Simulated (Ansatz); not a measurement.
# InH2(CCH) (C2H3In): the relaxed shape and its frontier levels

Aim: characterise InH2(CCH) (C2H3In) as a singlet: its structure, frontier levels and distribution of charge.

Method: RKS PBE0-D4/def2-TZVP; program: Ansatz 0.2.0, Gaussian basis.

Levels to be run: relaxation at PBE-D4/def2-TZVP; a search for the lowest solution at PBE0-D4/def2-SVP; a single point at PBE0-D4/def2-TZVP.

1 further run of the same task is left out (it didn't finish). Runs told in other sessions of the task aren't counted.

## (1) The starting structure

6 atoms, charge 0, spin multiplicity 1.

Atoms are counted from 1 here; the program's logs count them from 0.

Bond lengths: In1–H2 1.721 Å, In1–H3 1.722 Å, In1–C4 2.134 Å, C4–C5 1.206 Å, C5–H6 1.057 Å. Angles: H2–In1–H3 119.3°, H2–In1–C4 120.3°, H3–In1–C4 120.4°, In1–C4–C5 179.3°, C4–C5–H6 179.6°.

Coordinates:

```xyz
6
charge 0, multiplicity 1
In    0.67760    1.17372    0.00281
H     2.39790    1.17683    0.02993
H    -0.16688    2.67324   -0.04265
C    -0.39619   -0.67040    0.00734
C    -0.99238   -1.71894    0.00393
H    -1.52006   -2.63445   -0.00135
```

In takes a core potential in the def2 sets. No spin-orbit coupling is included.

The start is a GFN2-xTB geometry.

## (2) Relaxation at PBE-D4/def2-TZVP

The input, in.yaml:

```yaml
crystal:
  periodic: [false, false, false]
  atoms:
    - {symbol: In, position_ang: [0.677600, 1.173720, 0.002810]}
    - {symbol: H, position_ang: [2.397900, 1.176830, 0.029930]}
    - {symbol: H, position_ang: [-0.166880, 2.673240, -0.042650]}
    - {symbol: C, position_ang: [-0.396190, -0.670400, 0.007340]}
    - {symbol: C, position_ang: [-0.992380, -1.718940, 0.003930]}
    - {symbol: H, position_ang: [-1.520060, -2.634450, -0.001350]}
basis:
  gaussian: {orbitals: def2-TZVP}
hamiltonian: {xc: pbe, dispersion: d4}
scf: {lower_state_search: "off"}
output: {orbitals: {seedname: orbitals}}
relax: {f_tol: 0.02, max_steps: 100}
```

Run with:

```console
> ansatz run in.yaml --threads 4 --pin off --events-out ev --progress --plain --max-ram 3916MiB
```

Further steps of the session: Searching for the lowest solution, PBE0-D4/def2-SVP; Single point, PBE0-D4/def2-TZVP.

**Question.** What will the summary of the whole plan be? Wanted: point group; C–C bond; HOMO, LUMO at PBE0-D4/def2-TZVP; dipole at PBE-D4/def2-TZVP.

**Answer**, as computed:

```
                       quantity            value
                    point group              C2v
                       C–C bond          1.222 Å
HOMO, LUMO at PBE0-D4/def2-TZVP  -7.72, -2.01 eV
     dipole at PBE-D4/def2-TZVP           0.29 D
```

What this shows: The molecule keeps its bonding pattern by the stored test; the atoms moved 0.06 Å (rms). No usable vibrations, so a minimum isn't proven. The HOMO lies nearest to C4, C5 about 37 % each; H2, H3 about 10 % each and the LUMO to In1 50 %; H2, H3 about 15 % each.
